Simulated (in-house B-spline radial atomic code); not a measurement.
**Er⁴⁵⁺: binding energies from hole states**

Aim: the cost of two holes at once in Er⁴⁵⁺, against the sum of the two single holes.

The numbers are computed with in-house B-spline radial atomic code version 1 (Dirac-Hartree-Fock, average of configuration, Fermi nucleus, basis-set limit), except any that are marked as measured or tabulated.

### 1 Starting point

* element: erbium (Z = 68)
* charge: +45
* electrons: 23
* configuration: [Ar] 3d5
* Hamiltonian: Dirac-Coulomb
* nucleus: Fermi, rms radius 5.252 fm

Outer shells as boxes (Hund's rule):

[Ar] 3d5
```
[Ar] core
3d [↑ ][↑ ][↑ ][↑ ][↑ ]
```

The boxes draw the filling by Hund's rule, which heavy ions in jj coupling don't follow; these runs average over all states of the configuration.

Input settings:

```ini
Z = 68
electrons = 23.0
configuration = [Ar] 3d5
hamiltonian = dirac
method = hf
spin_polarised = False
nucleus = fermi
rms_radius = 5.2516
mass_number = 166
atomic_mass = 165.930301067
speed_of_light = 137.035999084
```

This reference run was done before. Its total energy is -11453.025602 hartree, and its levels are (the highest eight at most):

```
orbital  occupation  energy (eV)  <r> (bohr)
  2s1/2           2     -12358.0     0.08532
  2p1/2           2     -11885.2     0.07108
  2p3/2           4     -10956.2     0.07817
  3s1/2           2     -4501.59      0.2145
  3p1/2           2     -4301.86      0.2037
  3p3/2           4     -4081.42      0.2151
  3d3/2           2     -3798.01      0.1868
  3d5/2           3     -3748.60      0.1904
```

Single holes known from earlier runs (ΔSCF): 1s 60378.6 eV, 2s 12345.0 eV, 2p1/2 11869.1 eV, 2p3/2 10941.9 eV, 3s 4499.75 eV, 3d 3765.69 eV.

### 2 The 3s and 3s holes

Input settings:

```ini
Z = 68
electrons = 21.0
configuration = 1s2 2s2 2p6 3p6 3d5
hamiltonian = dirac
method = hf
spin_polarised = False
nucleus = fermi
rms_radius = 5.2516
mass_number = 166
atomic_mass = 165.930301067
speed_of_light = 137.035999084
```

### 3 The 2s and 2p1/2 holes

In configurations, a minus sign after the shell means j = l − 1/2 and a plus sign j = l + 1/2; the count of electrons follows.

Settings: those of step 2 with these lines changed.

```diff
@@ -2,3 +2,3 @@
 electrons = 21.0
-configuration = 1s2 2s2 2p6 3p6 3d5
+configuration = 1s2 2s1 2p-1 2p+4 3s2 3p6 3d5
 hamiltonian = dirac
```

### 4 The 2p3/2 and 3d holes

Settings: those of step 3 with these lines changed.

```diff
@@ -2,3 +2,3 @@
 electrons = 21.0
-configuration = 1s2 2s1 2p-1 2p+4 3s2 3p6 3d5
+configuration = 1s2 2s2 2p-2 2p+3 3s2 3p6 3d4
 hamiltonian = dirac
```

### 5 The 1s and 1s holes

Settings: those of step 4 with these lines changed.

```diff
@@ -2,3 +2,3 @@
 electrons = 21.0
-configuration = 1s2 2s2 2p-2 2p+3 3s2 3p6 3d4
+configuration = 2s2 2p6 3s2 3p6 3d5
 hamiltonian = dirac
```

Before running: What does each hole state cost in eV, and how does that compare with the orbital energies or single holes?

**Answer**, as computed:

| two holes | ΔSCF (eV) | less the two single holes (eV) |
| --- | --- | --- |
| 3s and 3s | 9110.26 | 110.76 |
| 2s and 2p1/2 | 24470.7 | 256.63 |
| 2p3/2 and 3d | 14858.3 | 150.70 |
| 1s and 1s | 121946.5 | 1189.26 |

Two holes cost more than the sum of each, because the second electron leaves a more charged ion. The excess runs from 110.8 eV (3s and 3s) to 1189.3 eV (1s and 1s); it tends to be largest where both holes are compact. Values are for the free ion, measured from the vacuum level.
